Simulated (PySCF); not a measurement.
# Si(OH)₃: structure of the doublet

Aim: relax Si(OH)₃ as a doublet from a T-shaped start, check by its vibrations whether the end is a minimum, and collect its spectrum and constants.

The runs use PySCF 2.14.0; PBE0, basis Si def2-TZVP, O def2-TZVP, H def2-TZVP, no relativity, density fitting.

### Step 1. Starting geometry

7 atoms, charge 0, spin multiplicity 2.

Bond lengths: Si1–O2 1.790 Å, Si1–O3 1.790 Å, Si1–O4 1.790 Å, O2–H5 0.960 Å, O3–H6 0.960 Å, O4–H7 0.960 Å. Angles: O2–Si1–O3 88.0°, O2–Si1–O4 88.0°, O3–Si1–O4 176.0°, Si1–O2–H5 130.0°, Si1–O3–H6 130.0°, Si1–O4–H7 130.0°.

```xyz
7
charge 0 multiplicity 2
Si    0.0000    0.0000    0.0000
O     0.0000    0.0000    1.7900
O     1.7889    0.0000    0.0625
O    -1.7889    0.0000    0.0625
H    -0.7354    0.0000    2.4071
H     2.4056   -0.7354    0.0840
H    -2.4056    0.7354    0.0840
```

### Step 2. Finding the electronic state

The steps below are one call of a driver around PySCF. For each, scf.py gives the equivalent set-up of the SCF; relaxations use the driver's own optimiser. After this first run the driver tries any further starts and a stability analysis.

scf.py reads:

```python
from pyscf import gto, scf, dft
mol = gto.M(atom='''
Si     0.000000     0.000000     0.000000
O      0.000000     0.000000     1.790000
O      1.788900     0.000000     0.062500
O     -1.788900     0.000000     0.062500
H     -0.735400     0.000000     2.407100
H      2.405600    -0.735400     0.084000
H     -2.405600     0.735400     0.084000''',
    basis={'Si': 'def2-TZVP', 'O': 'def2-TZVP', 'H': 'def2-TZVP'},
    charge=0, spin=1)
mf = dft.UKS(mol, xc='PBE0')
mf.grids.atom_grid = (50, 194)
aux = {'Si': 'def2-universal-JKFIT', 'O': 'def2-universal-JKFIT', 'H': 'def2-universal-JKFIT'}
mf = mf.density_fit(auxbasis=aux)
mf.conv_tol = 1e-08
mf.diis_space = 10
mf.max_cycle = 60
mf.init_guess = 'minao'
mf.verbose = 4
mf.kernel()
```

Run with:

```bash
OMP_NUM_THREADS=4 python axn.py task.json out
```

The runs that follow: T-shaped start, doublet: relaxation; Frequencies.

What does the calculation give? Wanted: minimum; geometry; wavenumbers; dipole moment; highest occupied, lowest empty level; polar-tensor charge of Si1; zero-point energy; atomisation energy; ⟨S²⟩.

The runs gave:

```
                                          quantity                                                                                       value
                                           minimum                                                                                 doublet, C3
                                          geometry                 O–H 0.959 Å (×3), Si–O 1.641 Å (×3); H–O–Si 117.0° (×3), O–Si–O 108.3° (×3)
                                wavenumbers (cm⁻¹)  147 (e), 254 (a), 311 (e), 396 (a), 793 (e), 803 (a), 823 (a), 954 (e), 3913 (e), 3914 (a)
                                     dipole moment                                                                                      1.49 D
highest occupied, lowest empty level (either spin)                                                                             -5.77, -1.78 eV
                        polar-tensor charge of Si1                                                                                     +1.46 e
                                 zero-point energy                                                                                110.2 kJ/mol
                               entropy at 298.15 K                                                                             313.6 J/(mol K)
         atomisation energy (no zero-point energy)                                                                                 2661 kJ/mol
                                              ⟨S²⟩                                                                                       0.752
```

What this shows: The T-shaped start (C1) ends in a minimum of C3 symmetry. The strongest infrared band lies at 793 cm⁻¹ (e). Most of the spin sits on Si1 (Mulliken spin 0.84, against 1 for the whole molecule). Other starts or spin states, not run here, may lie lower.
